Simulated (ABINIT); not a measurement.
The system is MgC2.

```
Mg C
1.0
     0.00000    2.55101    2.55101
     2.55101    0.00000    2.55101
     2.55101    2.55101    0.00000
Mg C
1 2
Direct
  0.50000 0.50000 0.50000
  0.75000 0.75000 0.75000
  0.25000 0.25000 0.25000
```

The cell was built by a generator and needn't be a form met in nature.

Base run:

| Property | Result |
| --- | --- |
| Program | ABINIT 10.8.3 (patched build) |
| Functional | PBEsol |
| Potentials or basis | PseudoDojo NC SR PBEsol v0.4 stringent |
| Cutoff | 1143 eV |
| k mesh | 7 × 7 × 7 |
| Occupations | fermi-dirac, width 0.05 eV |
| Spin | no spin polarisation |

Its results: band gap on the k mesh none (metal or under the smearing width); pressure -3.3 GPa.

Question: The run is repeated on the same cell with these changes: functional from PBEsol to WC; potentials or basis from PseudoDojo NC SR PBEsol v0.4 stringent to PseudoDojo NC SR PBEsol v0.4.1 standard. What comes out?

Answer: Band gap on the k mesh none (metal or under the smearing width); pressure -2.7 GPa.

Caveats: the potentials were made for another functional, which shifts forces and pressure (some runs).
